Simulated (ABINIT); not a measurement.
## BiS: single point with PBE

The system is BiS.

```
Bi S
1.0
     4.00294    0.00000    0.00000
     0.00000    4.00294    0.00000
     0.00000    0.00000    4.00294
Bi S
1 1
Cartesian
  2.0015 2.0015 2.0015
  0.0000 0.0000 0.0000
```

The cell was built by a generator and needn't be a form met in nature.

- Program: ABINIT 10.8.3 (patched build)
- Task: single point
- Functional: PBE
- Potentials or basis: JTH PAW PBE v2.0
- Cutoff: 599 eV
- k mesh: 7 × 7 × 7
- Occupations: fermi-dirac, width 0.05 eV
- Spin: no spin polarisation

```
Pressure                                              : -10.9 GPa
Band gap on the k mesh                                : none (metal or under the smearing width)
Valence electrons inside the program's atomic spheres : Bi 11.95; S 3.36
```

Levels at points of the mesh, in eV from the Fermi level:
```csv
k point,band 7,band 8,band 9,band 10,band 11,band 12,band 13,band 14
"(0.00, 0.00, 0.00)",-10.03,-2.18,-2.18,-2.18,2.51,2.51,2.51,4.51
```

It took 30 s on 1 thread of Arm Neoverse V1, on a shared host, peak memory 0.13 GiB.

Caveat: spin-orbit coupling is left out, which moves the levels of the heavy elements.
